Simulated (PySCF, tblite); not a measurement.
# C₅H₁₆N₂Si₂: infrared bands, NMR shifts and electronic excitations in gas and solvents, part 1 of 2

Aim: compute the infrared bands, NMR shifts and electronic excitations of C₅H₁₆N₂Si₂ (`C[C@@H]1C[SiH2]N[Si@@H]1N(C)C`), and see what a dielectric continuum does where one was used.

The runs use tblite 0.8.0 and PySCF 2.14.0, with density-fitted response routines of our own; the level of theory stands in each step. All values are computed, except where a source is named. Atoms are numbered from 0 throughout.

## 1. The starting structure

25 atoms, charge 0, multiplicity 1; geometry from: force field or distance geometry start.

Bonds of the start (Å): C0–C1 1.53, C1–C2 1.52, C2–Si3 1.91, Si3–N4 1.72, N4–Si5 1.70, Si5–N6 1.72, N6–C7 1.48, N6–C8 1.47, Si5–C1 1.90, C0–H9 1.08, C0–H10 1.11, C0–H11 1.09, C1–H12 1.11, C2–H13 1.10, C2–H14 1.11, Si3–H15 1.49, Si3–H16 1.47, N4–H17 1.02, Si5–H18 1.48, C7–H19 1.10, C7–H20 1.10, C7–H21 1.09, C8–H22 1.09, C8–H23 1.10, C8–H24 1.09.

## 2. Optimising the geometry with GFN2-xTB

The job: settings as JSON, then the geometry in Å.

```
{"job": {"kind": "relax", "xc": "GFN2-xTB", "basis": "xTB"}, "charge": 0, "multiplicity": 1}
C     -1.330000    -1.653700     0.846400
C     -1.409400    -0.134700     0.664000
C     -2.005800     0.264500    -0.681400
Si    -1.451900     2.062700    -0.984500
N      0.082600     2.188100    -0.223100
Si     0.219500     0.827700     0.781900
N      1.593100     0.045100     0.113600
C      2.550700    -0.645700     1.004700
C      1.598600    -0.647800    -1.178900
H     -0.763000    -2.134100     0.059100
H     -2.348900    -2.082700     0.823700
H     -0.884200    -1.922200     1.807300
H     -2.049600     0.259700     1.484300
H     -1.626900    -0.362100    -1.499600
H     -3.109500     0.188000    -0.673400
H     -2.372800     2.999400    -0.289800
H     -1.297800     2.355800    -2.413100
H      0.820300     2.102300    -0.921700
H      0.533600     1.266800     2.164800
H      3.513100    -0.810500     0.508100
H      2.151300    -1.616800     1.327200
H      2.766800    -0.055000     1.897600
H      1.175900    -1.644000    -1.094700
H      1.020100    -0.099900    -1.939000
H      2.613200    -0.726800    -1.574600
```

Started as:

```
$ OMP_NUM_THREADS=1 python probes_run.py task.json out
```

The driver reads the jobs from task.json and runs them one after another.

The log of the run:

```text
step      E/eV     max force
  0    -767.49046    2.207
  1    -767.64834    0.924
  2    -767.70141    0.668
  3    -767.75123    0.662
  4    -767.79203    0.583
  5    -767.82873    0.520
  6    -767.85820    0.356
  7    -767.88783    0.336
  8    -767.92112    0.382
  9    -767.95203    0.421
 10    -767.97578    0.462
 11    -767.99761    0.411
 12    -768.00345    1.082
 13    -768.02200    0.432
 14    -768.03201    0.306
 15    -768.04245    0.200
 16    -768.04821    0.162
 17    -768.05461    0.176
 18    -768.06077    0.162
 19    -768.06698    0.204
 20    -768.07280    0.228
 21    -768.07823    0.190
 22    -768.08336    0.267
 23    -768.08812    0.290
 24    -768.09224    0.236
 25    -768.09557    0.112
 26    -768.09704    0.097
 27    -768.09932    0.087
 28    -768.10126    0.117
 29    -768.10320    0.108
 30    -768.10466    0.082
 31    -768.10600    0.087
 32    -768.10740    0.090
 33    -768.10882    0.075
 34    -768.10996    0.065
 35    -768.11087    0.061
 36    -768.11183    0.079
 37    -768.11286    0.081
 38    -768.11367    0.055
 39    -768.11415    0.041
 40    -768.11448    0.044
 41    -768.11480    0.056
 42    -768.11514    0.046
 43    -768.11541    0.037
 44    -768.11561    0.047
 45    -768.11582    0.053
 46    -768.11609    0.054
 47    -768.11643    0.050
 48    -768.11675    0.037
 49    -768.11703    0.034
 50    -768.11730    0.037
 51    -768.11762    0.038
 52    -768.11795    0.035
 53    -768.11826    0.035
 54    -768.11857    0.035
 55    -768.11894    0.047
 56    -768.11940    0.047
 57    -768.11997    0.044
 58    -768.12058    0.046
 59    -768.12114    0.051
 60    -768.12160    0.044
 61    -768.12195    0.037
 62    -768.12224    0.036
 63    -768.12254    0.035
 64    -768.12284    0.043
 65    -768.12311    0.050
 66    -768.12338    0.042
 67    -768.12364    0.043
 68    -768.12397    0.044
 69    -768.12411    0.028
 70    -768.12422    0.017
 71    -768.12429    0.018
 72    -768.12438    0.025
 73    -768.12446    0.025
 74    -768.12452    0.016
 75    -768.12457    0.020
 76    -768.12463    0.023
 77    -768.12474    0.034
 78    -768.12490    0.036
 79    -768.12508    0.033
 80    -768.12521    0.024
 81    -768.12532    0.029
 82    -768.12543    0.027
 83    -768.12558    0.033
 84    -768.12573    0.033
 85    -768.12588    0.032
 86    -768.12603    0.037
 87    -768.12621    0.035
 88    -768.12644    0.041
 89    -768.12664    0.040
 90    -768.12681    0.026
 91    -768.12695    0.026
 92    -768.12710    0.028
 93    -768.12724    0.024
 94    -768.12735    0.021
 95    -768.12744    0.020
 96    -768.12752    0.025
 97    -768.12765    0.026
 98    -768.12781    0.031
 99    -768.12799    0.031
100    -768.12815    0.025
101    -768.12829    0.025
102    -768.12841    0.022
103    -768.12852    0.017
104    -768.12859    0.013
105    -768.12863    0.012
106    -768.12866    0.012
107    -768.12871    0.015
108    -768.12878    0.020
109    -768.12886    0.017
110    -768.12892    0.017
111    -768.12897    0.017
112    -768.12903    0.019
113    -768.12915    0.029
114    -768.12932    0.037
115    -768.12953    0.034
116    -768.12969    0.026
117    -768.12982    0.025
118    -768.12995    0.029
119    -768.13010    0.030
120    -768.13024    0.020
121    -768.13033    0.018
122    -768.13041    0.020
123    -768.13053    0.023
124    -768.13066    0.023
125    -768.13075    0.017
126    -768.13082    0.019
127    -768.13088    0.018
128    -768.13097    0.020
129    -768.13109    0.025
130    -768.13118    0.019
131    -768.13124    0.016
132    -768.13129    0.018
133    -768.13132    0.015
134    -768.13136    0.012
135    -768.13139    0.010
```

Wall time 1.3 s (1 thread of Arm Neoverse V2, shared host); peak memory 0.18 GiB.

Step by step: (not every step is listed)

```csv
step,energy from step 0 (eV),largest force (eV/Å)
0,0.0000,2.2066
1,-0.1579,0.9242
2,-0.2110,0.6678
3,-0.2608,0.6620
4,-0.3016,0.5833
5,-0.3383,0.5197
6,-0.3677,0.3558
7,-0.3974,0.3359
8,-0.4307,0.3816
20,-0.5823,0.2279
32,-0.6169,0.0901
44,-0.6251,0.0474
56,-0.6289,0.0465
68,-0.6335,0.0442
80,-0.6348,0.0240
92,-0.6366,0.0277
104,-0.6381,0.0132
116,-0.6392,0.0262
128,-0.6405,0.0205
130,-0.6407,0.0194
131,-0.6408,0.0164
132,-0.6408,0.0176
133,-0.6409,0.0147
134,-0.6409,0.0122
135,-0.6409,0.0100
```

Close pairs (by a distance rule), those that changed most:

| bond | before (Å) | after (Å) | change (Å) |
| --- | --- | --- | --- |
| N6–C7 | 1.479 | 1.438 | -0.041 |
| N4–Si5 | 1.697 | 1.733 | +0.036 |
| N6–C8 | 1.467 | 1.442 | -0.025 |
| C1–Si5 | 1.896 | 1.917 | +0.021 |
| C1–H12 | 1.113 | 1.095 | -0.017 |
| Si5–H18 | 1.485 | 1.467 | -0.017 |
| Si3–H15 | 1.486 | 1.470 | -0.016 |
| N4–H17 | 1.020 | 1.004 | -0.016 |

The next job starts from the end point, and lists it.

## 3. Vibrational analysis with GFN2-xTB

The job: settings as JSON, then the geometry in Å.

```
{"job": {"kind": "ir", "xc": "GFN2-xTB", "basis": "xTB"}, "charge": 0, "multiplicity": 1}
C     -1.376735    -1.547611     1.022298
C     -1.392750    -0.051427     0.721812
C     -2.088969     0.245955    -0.614114
Si    -1.608829     1.995383    -1.170301
N     -0.034325     2.005219    -0.458594
Si     0.341275     0.764940     0.692244
N      1.695784    -0.136384     0.129969
C      2.467469    -0.968398     1.013855
C      1.856277    -0.494822    -1.257151
H     -0.811384    -2.084144     0.262042
H     -2.388037    -1.954623     1.041357
H     -0.912250    -1.740156     1.988051
H     -1.976562     0.437286     1.509446
H     -1.741363    -0.473545    -1.358787
H     -3.166874     0.100963    -0.526827
H     -2.472922     3.038212    -0.599914
H     -1.504989     2.153881    -2.625782
H      0.617751     2.747400    -0.636416
H      0.745939     1.299027     1.997810
H      3.525452    -0.926332     0.736959
H      2.146435    -2.016915     0.972900
H      2.357818    -0.614573     2.035051
H      1.545775    -1.529807    -1.449793
H      1.257121     0.173012    -1.870240
H      2.907958    -0.398395    -1.546743
```

The log of the run:

```text
mode    cm-1     km/mol
  1      41.8      0.06
  2      50.7      0.11
  3      85.8      0.87
  4     113.5      0.46
  5     158.0      6.25
  6     173.3      6.79
  7     209.6      0.29
  8     229.6      0.15
  9     260.0      3.75
 10     265.2      2.90
 11     282.9      5.10
 12     349.8      0.10
 13     364.7     12.54
 14     388.6     14.40
 15     396.7     35.05
 16     428.2     34.09
 17     489.2     59.37
 18     541.0     46.75
 19     571.2     60.98
 20     611.5     27.75
 21     641.9    120.28
 22     682.7     21.15
 23     754.6    271.14
 24     768.4     80.55
 25     792.9     70.83
 26     800.7    296.57
 27     838.1    217.30
 28     925.9    168.22
 29     956.3     16.67
 30    1002.3      5.87
 31    1037.4    130.32
 32    1056.8      0.54
 33    1075.4     37.58
 34    1092.4      0.76
 35    1104.1      2.59
 36    1126.4     11.65
 37    1135.4      4.51
 38    1141.9    258.97
 39    1213.7     45.36
 40    1246.4      3.95
 41    1284.7      3.70
 42    1309.8     90.58
 43    1316.1      3.26
 44    1411.5      0.95
 45    1413.6      0.03
 46    1423.8      0.07
 47    1478.8      1.39
 48    1488.0      5.09
 49    1495.3      0.32
 50    1500.5      7.57
 51    1509.4      2.86
 52    1511.7      0.22
 53    1515.7      2.20
 54    2188.0    458.64
 55    2217.3    414.29
 56    2219.5    289.36
 57    2881.4     56.90
 58    2884.1     70.09
 59    2919.1     48.71
 60    2932.1     43.49
 61    2940.0    116.98
 62    2955.4     74.29
 63    2976.2     32.19
 64    2994.6     66.42
 65    3011.4     60.65
 66    3020.1     31.81
 67    3036.9     19.01
 68    3039.3     41.09
 69    3514.0      2.40
```

It took 1.3 s on 1 thread of Arm Neoverse V2, shared host; peak memory 0.18 GiB.

Which atoms move in the most intense modes:

| cm⁻¹ | km/mol | atoms |
| --- | --- | --- |
| 755 | 271.1 | Si5 29 %, H18 18 %, C2 10 % |
| 801 | 296.6 | H16 25 %, H15 16 %, H13 12 % |
| 838 | 217.3 | Si3 23 %, N4 22 %, Si5 13 %, H16 11 % |
| 926 | 168.2 | N4 41 %, H17 32 %, Si5 11 %, Si3 10 % |
| 1142 | 259.0 | H17 61 %, N4 32 % |
| 2188 | 458.6 | H15 71 %, H16 24 % |
| 2217 | 414.3 | H16 68 %, H15 20 % |
| 2220 | 289.4 | H18 86 % |

## 4. Optimising the geometry at PBE0-D3(BJ)/def2-SVP

The job: settings as JSON, then the geometry in Å.

```
{"job": {"xc": "PBE0", "basis": "def2-SVP", "d3": "d3bj", "grid": 1, "shake": 0.01, "kind": "geom"}, "charge": 0, "multiplicity": 1}
C     -1.356330    -1.573170     1.026480
C     -1.398430    -0.055950     0.719660
C     -2.109170     0.243640    -0.622770
Si    -1.575600     1.997640    -1.173830
N     -0.037140     1.998540    -0.469150
Si     0.337370     0.769760     0.689860
N      1.705360    -0.138380     0.130210
C      2.482930    -0.962950     1.008800
C      1.854450    -0.489420    -1.237800
H     -0.814080    -2.086580     0.272070
H     -2.396900    -1.957540     1.050180
H     -0.906450    -1.739240     1.994750
H     -2.004840     0.447500     1.499850
H     -1.758050    -0.470780    -1.351780
H     -3.171320     0.090200    -0.526570
H     -2.473450     3.052270    -0.592440
H     -1.503050     2.165000    -2.627840
H      0.608490     2.753240    -0.630590
H      0.743790     1.291200     2.000100
H      3.500510    -0.919430     0.741870
H      2.130050    -2.016300     0.963260
H      2.365390    -0.634910     2.025910
H      1.552870    -1.518240    -1.471370
H      1.252140     0.176290    -1.876330
H      2.923860    -0.410310    -1.543200
```

The log of the run:

```text
step   0  E = -887.72651419  max force = 0.039480
step   1  E = -887.73646271  max force = 0.012175
step   2  E = -887.73711637  max force = 0.003051
step   3  E = -887.73721875  max force = 0.001065
step   4  E = -887.73725748  max force = 0.001766
step   5  E = -887.73728988  max force = 0.000686
step   6  E = -887.73732657  max force = 0.000547
step   7  E = -887.73734038  max force = 0.000667
step   8  E = -887.73734652  max force = 0.000347
optimisation converged
```

Wall time 4.2 min (1 thread of Arm Neoverse V2, shared host); peak memory 1.1 GiB.

The steps of the relaxation:

```
step  energy from step 0 (eV)  largest force component (eV/Å)
   0                   0.0000                          2.0301
   1                  -0.2707                          0.6261
   2                  -0.2885                          0.1569
   3                  -0.2913                          0.0548
   4                  -0.2923                          0.0908
   5                  -0.2932                          0.0353
   6                  -0.2942                          0.0281
   7                  -0.2946                          0.0343
   8                  -0.2948                          0.0178
```

Close pairs (by a distance rule), those that changed most:

```
   bond  before (Å)  after (Å)  change (Å)
 C7–H19       1.053      1.108      +0.055
 Si3–N4       1.692      1.746      +0.053
  C0–H9       1.061      1.103      +0.041
Si3–H16       1.465      1.499      +0.033
Si5–H18       1.468      1.497      +0.029
 C2–H13       1.079      1.106      +0.026
 C2–H14       1.077      1.103      +0.026
 C2–Si3       1.914      1.889      -0.026
```

The next job starts from the end point, and lists it.

| at the end point | value |
| --- | --- |
| point group (found at 0.08 Å tolerance) | C1 |
| rotational constants (GHz, main isotopes) | 1.678, 0.885, 0.724 |
| dipole moment (D) | 0.84 |

## 5. Shielding tensors: PBE0/pcSseg-1

The job: settings as JSON, then the geometry in Å.

```
{"job": {"kind": "nmr", "xc": "PBE0", "basis": "pcSseg-1"}, "charge": 0, "multiplicity": 1}
C     -1.820855    -1.757389     1.139940
C     -1.772945    -0.275216     0.785618
C     -2.443799     0.058876    -0.561834
Si    -1.884982     1.790899    -1.067072
N     -0.302983     1.777154    -0.329431
Si    -0.014161     0.456648     0.768295
N      1.259459    -0.580234     0.205131
C      2.141141    -1.289878     1.091627
C      1.332704    -0.995177    -1.170942
H     -1.267474    -2.358603     0.399641
H     -2.855882    -2.137217     1.166945
H     -1.369212    -1.957553     2.125363
H     -2.298998     0.293925     1.577106
H     -2.091819    -0.643420    -1.339665
H     -3.540722    -0.051245    -0.518659
H     -2.785118     2.863690    -0.528013
H     -1.817837     1.990046    -2.550856
H      0.393956     2.492804    -0.503549
H      0.418747     0.852759     2.145323
H      3.197322    -1.194890     0.770858
H      1.915191    -2.374479     1.144168
H      2.068230    -0.887136     2.113350
H      1.017527    -2.048322    -1.320560
H      0.691580    -0.356153    -1.796879
H      2.364881    -0.907313    -1.561941
```

Level: GIAO PBE0/pcSseg-1 NMR shielding, non-relativistic, gas phase.

The log of the run:

```text
coarse grid: 20728 points
cycle   1  E = -887.9200761646  dE =  7.593e-01  |g| = 6.094e-01  |ddm| = 4.407e+00
cycle   2  E = -887.8516674335  dE =  6.841e-02  |g| = 8.165e-01  |ddm| = 1.325e+00
cycle   3  E = -888.0078949768  dE = -1.562e-01  |g| = 7.342e-02  |ddm| = 8.518e-01
cycle   4  E = -888.0088363991  dE = -9.414e-04  |g| = 3.519e-02  |ddm| = 9.795e-02
cycle   5  E = -888.0091175348  dE = -2.811e-04  |g| = 8.183e-03  |ddm| = 3.617e-02
cycle   6  E = -888.0091315485  dE = -1.401e-05  |g| = 2.782e-03  |ddm| = 1.040e-02
cycle   7  E = -888.0091332870  dE = -1.738e-06  |g| = 4.297e-04  |ddm| = 2.547e-03
final grid: 187832 points
cycle   8  E = -888.0574188800  dE = -4.512e-05  |g| = 1.017e-02  |ddm| = 3.406e-02
cycle   9  E = -888.0574011992  dE =  1.768e-05  |g| = 1.342e-02  |ddm| = 2.113e-02
cycle  10  E = -888.0574440068  dE = -4.281e-05  |g| = 1.081e-03  |ddm| = 1.235e-02
cycle  11  E = -888.0574442393  dE = -2.325e-07  |g| = 3.042e-04  |ddm| = 1.059e-03
cycle  12  E = -888.0574442585  dE = -1.916e-08  |g| = 7.718e-05  |ddm| = 3.265e-04
cycle  13  E = -888.0574442597  dE = -1.218e-09  |g| = 3.379e-05  |ddm| = 1.048e-04
cycle  14  E = -888.0574442600  dE = -2.537e-10  |g| = 4.853e-06  |ddm| = 3.017e-05
converged SCF energy = -888.0574442600

GIAO shielding tensors (ppm)
atom      isotropic    diamagn.    paramagn.     s11        s22        s33       span
  0 C      165.150     246.195     -81.045    152.656    158.328    184.466     31.810
  1 C      164.450     258.376     -93.927    161.747    162.369    169.233      7.486
  2 C      168.547     253.983     -85.436    154.242    164.080    187.320     33.078
  3 Si     376.231     879.885    -503.654    338.321    359.631    430.742     92.421
  4 N      236.850     327.234     -90.384    199.867    237.289    273.393     73.526
  5 Si     357.217     883.471    -526.254    331.310    358.894    381.447     50.137
  6 N      232.528     331.281     -98.753    207.686    224.901    264.999     57.313
  7 C      145.092     242.023     -96.930    119.906    131.331    184.040     64.135
  8 C      147.557     246.885     -99.328    121.768    139.306    181.598     59.829
  9 H       30.558      31.742      -1.184     26.242     30.280     35.151      8.909
 10 H       29.990      29.171       0.820     25.310     27.501     37.160     11.850
 11 H       30.051      30.368      -0.317     25.555     27.781     36.815     11.260
 12 H       30.728      33.907      -3.180     26.245     29.202     36.736     10.491
 13 H       30.642      33.372      -2.730     27.527     28.667     35.730      8.203
 14 H       30.304      30.277       0.026     25.626     27.295     37.990     12.365
 15 H       26.496      28.205      -1.709     22.860     23.653     32.975     10.115
 16 H       26.279      28.343      -2.065     22.970     23.781     32.086      9.116
 17 H       31.042      32.838      -1.796     22.715     26.956     43.456     20.740
 18 H       26.526      32.203      -5.677     22.865     24.906     31.806      8.941
 19 H       28.902      27.976       0.927     23.856     26.153     36.698     12.841
 20 H       28.853      28.698       0.155     23.460     27.361     35.738     12.278
 21 H       28.327      29.623      -1.296     24.030     26.768     34.183     10.153
 22 H       29.022      30.988      -1.966     24.145     27.446     35.475     11.329
 23 H       28.259      32.667      -4.408     23.160     29.720     31.896      8.736
 24 H       29.125      29.997      -0.872     24.672     26.018     36.685     12.013
```

Wall time 64 s (1 thread of Arm Neoverse V2, shared host); peak memory 1.2 GiB.

Shifts follow as δ = σ(reference) − σ, with reference shieldings (ppm) from runs at the same level and on the same kind of geometry: 1H TMS 31.27, 13C TMS 184.4, 29Si TMS 352.0, 15N NH3 265.7. The references are single molecules in the gas phase, so shifts against H2O, NH3, PH3, H3PO4 or CFCl3 are not on the usual liquid scales and can be off by tens of ppm. Atoms listed in one row are averaged.

| atoms | environment | σ (ppm) | δ (ppm) | δ scaled to CDCl3 |
| --- | --- | --- | --- | --- |
| C7, C8 | methyl carbon bonded to N | 146.3 | 38.1 | 36.5 |
| C1 | sp3 CH bonded to Si | 164.4 | 20.0 | 18.9 |
| C0 | methyl carbon | 165.2 | 19.3 | 18.2 |
| C2 | sp3 CH2 bonded to Si | 168.5 | 15.9 | 14.9 |
| H16 | hydrogen on a silicon bonded to C, N, in a 5-membered ring | 26.28 | 4.99 | – |
| H15 | hydrogen on a silicon bonded to C, N, in a 5-membered ring | 26.50 | 4.77 | – |
| H18 | hydrogen on a silicon bonded to C, 2 N, in a 5-membered ring | 26.53 | 4.74 | – |
| H19, H20, H21, H22, H23, H24 | hydrogen on a methyl carbon bonded to N | 28.75 | 2.52 | 2.60 |
| H9, H10, H11 | hydrogen on a methyl carbon | 30.20 | 1.07 | 1.23 |
| H14 | hydrogen on an sp3 CH2 bonded to Si | 30.30 | 0.96 | 1.13 |
| H13 | hydrogen on an sp3 CH2 bonded to Si | 30.64 | 0.63 | 0.81 |
| H12 | hydrogen on an sp3 CH bonded to Si | 30.73 | 0.54 | 0.73 |
| H17 | hydrogen on a nitrogen bonded to 2 Si, in a 5-membered ring | 31.04 | 0.22 | – |
| Si5 | silicon bonded to C, 2 N, H, in a 5-membered ring | 357.2 | -5.2 | – |
| Si3 | silicon bonded to C, N, 2 H, in a 5-membered ring | 376.2 | -24.2 | – |
| N6 | nitrogen bonded to 2 C, Si | 232.5 | 33.1 | – |
| N4 | nitrogen bonded to 2 Si, H, in a 5-membered ring | 236.8 | 28.8 | – |

The scaled column applies a straight-line fit of computed shieldings to shifts measured in CDCl3 (root-mean-square error 0.21 ppm for H, 2.0 ppm for C).

Charges from the same density, by scheme (e):

```
 atoms  Mulliken    IAO  Hirshfeld  ESP fit
    C0     -0.22  -0.40      -0.12    -0.62
    C1     -0.62  -0.39      -0.11     0.33
    C2     -0.49  -0.54      -0.16    -0.51
   Si3      0.76   0.87       0.36     0.62
    N4     -0.85  -0.92      -0.32    -0.79
   Si5      1.09   1.09       0.40     0.33
    N6     -0.80  -0.50      -0.17    -0.04
C7, C8     -0.08  -0.29      -0.07    -0.37
```

Mayer bond orders: C0–C1 1.05, C1–C2 1.01, C2–Si3 0.92, Si3–N4 0.96, N4–Si5 0.96, Si5–N6 0.95, N6–C7 0.98, N6–C8 0.97, Si5–C1 0.82.

Ring of atoms C1, C2, Si3, N4, Si5: NICS(0) -5.6, NICS(1) -3.3, NICS(1)zz -1.3 ppm (means of both faces).

(Continued in part 2 of 2.)
